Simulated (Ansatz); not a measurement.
Run this with the Python package of Ansatz (0.2.0) and show what comes out.

`energy_c2h7bo.py`
```python
'''Single point of C2H7BO in a Gaussian basis.'''

from dataclasses import dataclass
from pathlib import Path
import json

import ansatz as az
import numpy as np


@dataclass
class Settings:
    basis_set: str = 'cc-pVDZ'
    xc: str = 'hf'


cfg = Settings()

GEOMETRY = '''
C    -0.04560    1.24600   -0.60300
B    -0.10300   -0.26800   -0.29470
C     0.53740   -0.80150    1.02900
O    -0.63660   -1.19200   -1.23680
H    -0.59700    1.47030   -1.60280
H    -0.63140    1.85260    0.18670
H     0.97950    1.65670   -0.66720
H     0.51320   -1.89030    1.08790
H     1.64890   -0.51070    1.09850
H     0.06490   -0.34930    1.94320
H    -1.66490   -1.27080   -0.92020
'''

mol = az.Crystal.molecule()
for line in GEOMETRY.strip().splitlines():
    symbol, *xyz = line.split()
    mol = mol.atom(symbol, [float(v) for v in xyz])

job = mol.calculation()
job = job.basis(gaussian=cfg.basis_set).functional(cfg.xc)
job = job.forces().orbitals()
outcome = job.run(threads=1, pin='off', runs_dir='runs')
data = outcome.report

print(f'E = {data["free_energy_ev"]:.6f} eV = {data["free_energy_ev"] / 27.211386246:.7f} Ha')
print('converged:', data['converged'], ' doubts:', data['published_state_doubts'] or 'none')

symbols = [site.symbol for site in mol.cartesian_sites]
forces = np.array(data['forces_ev_ang'])
print('largest force', round(float(np.linalg.norm(forces, axis=1).max()), 4), 'eV/A, rms', round(float(np.sqrt((forces ** 2).mean())), 4))

charges = data['charge_distribution']
print('dipole moment', round(4.803205 * float(np.linalg.norm(charges['dipole_moment_e_ang'])), 3), 'D')
print('Mulliken:', [(s, round(q, 3)) for s, q in zip(symbols, charges['mulliken_charges_e'])])

lines = Path(data['orbitals_path']).read_text().splitlines()
field_of = lambda key: [line.split('=')[1].strip() for line in lines if line.startswith(key)]
orbitals = [(27.211386 * float(e), s, float(n)) for e, s, n in zip(field_of('Ene='), field_of('Spin='), field_of('Occup='))]
homo = max(e for e, _, n in orbitals if n > 0.5)
lumo = min(e for e, _, n in orbitals if n < 0.5)
print(f'HOMO {homo:.3f} eV, LUMO {lumo:.3f} eV, gap {lumo - homo:.3f} eV')
with open('c2h7bo.json', 'w') as handle:
    json.dump({k: data[k] for k in ('free_energy_ev', 'reference_energy_ev', 'n_occupied', 'n_virtual')}, handle, indent=1)
```

```console
$ python energy_c2h7bo.py
E = -4881.635465 eV = -179.3967944 Ha
converged: True  doubts: none
largest force 5.1829 eV/A, rms 1.5501
dipole moment 1.778 D
Mulliken: [('C', -0.213), ('B', 0.272), ('C', -0.201), ('O', -0.353), ('H', 0.041), ('H', 0.046), ('H', 0.058), ('H', 0.039), ('H', 0.048), ('H', 0.043), ('H', 0.221)]
HOMO -11.345 eV, LUMO 3.805 eV, gap 15.149 eV
```

It writes `c2h7bo.json`:
```json
{
 "free_energy_ev": -4881.635464987953,
 "reference_energy_ev": -4881.635464987953,
 "n_occupied": [
  16,
  16
 ],
 "n_virtual": [
  75,
  75
 ]
}
```

Notes:
- Total energies depend on the basis set; only differences at equal settings carry meaning.
- The geometry is a force-field or estimated start, not a minimum of this method, and the basis set is short of its limit.
- Levels such as HOMO and LUMO are orbital energies: in Hartree-Fock the gap is too wide and the LUMO hangs on the basis.
- Hardware and time: 1.7 s on 1 thread of Arm Neoverse V1, with other jobs on the host, peak memory 0.2 GiB.
